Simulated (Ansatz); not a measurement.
CHBrCl, SMILES Cl[CH]Br, a rigid scan of one bond length

Computed with Ansatz's Python interface.

The cells in order, each with its output:

```python
import ansatz as az
from ase import Atoms
import numpy as np
```

```python
atoms = Atoms(['Cl', 'C', 'Br', 'H'], positions=[
    (-1.4759, 0.1913, -0.6083),
    (0.0594, 0.1194, -0.0242),
    (0.7218, -1.3894, 0.7321),
    (0.7502, 1.0184, -0.12),
])
molecule = az.Crystal.molecule_from_ase(atoms)
```

```python
symbols = [site.symbol for site in molecule.cartesian_sites]
start = np.array([site.position_ang for site in molecule.cartesian_sites])
axis = (start[2] - start[1]) / np.linalg.norm(start[2] - start[1])
moving = [2]
lengths, energies = [1.596, 1.668, 1.741, 1.813, 1.886, 1.958, 2.031, 2.139], []
for length in lengths:
    xyz = start.copy()
    xyz[moving] += (length - np.linalg.norm(start[2] - start[1])) * axis
    point = az.Crystal.molecule()
    for symbol, place in zip(symbols, xyz):
        point = point.atom(symbol, place.tolist())
    model = point.calculation().basis(gaussian='def2-SVP').functional('R2SCAN0').spin('collinear', total=1)
    rep = model.run(threads=1).report
    energies.append(rep['free_energy_ev'])
    print(f'r = {length:6.3f} A  E = {energies[-1]:.5f} eV  <S^2> = {abs(rep["mean_field"]["state"]["spin_squared"]):.3f}')

fit = np.polynomial.Polynomial.fit(lengths, np.array(energies) - min(energies), 4).convert()
roots = [r.real for r in fit.deriv().roots() if abs(r.imag) < 1e-9 and fit.deriv(2)(r.real) > 0]
r_e = min(roots, key=lambda r: abs(r - lengths[int(np.argmin(energies))]))
print(f'minimum of the fit at {r_e:.4f} A, force constant {fit.deriv(2)(r_e):.2f} eV/A^2')
```

    r =  1.596 A  E = -83604.16280 eV  <S^2> = 0.758
    r =  1.668 A  E = -83604.79087 eV  <S^2> = 0.758
    r =  1.741 A  E = -83605.14187 eV  <S^2> = 0.758
    r =  1.813 A  E = -83605.28730 eV  <S^2> = 0.759
    r =  1.886 A  E = -83605.29166 eV  <S^2> = 0.759
    r =  1.958 A  E = -83605.19812 eV  <S^2> = 0.760
    r =  2.031 A  E = -83605.03621 eV  <S^2> = 0.761
    r =  2.139 A  E = -83604.72101 eV  <S^2> = 0.764
    minimum of the fit at 1.8498 A, force constant 22.33 eV/A^2

Notes:
- These settings explore the input space; basis and method may be short of convergence.
- The rest of the molecule is held rigid at a force-field or estimated start geometry, and the basis set is modest; single-reference methods fail as a bond breaks.
- The species is open-shell (spin multiplicity 2).
- Spin-orbit coupling of the heavy open-shell atom is left out.
- Finished in 23 s on 1 thread of Intel(R) Xeon(R) 6975P-C (Granite Rapids), with other jobs on the host, peak memory 0.29 GiB.
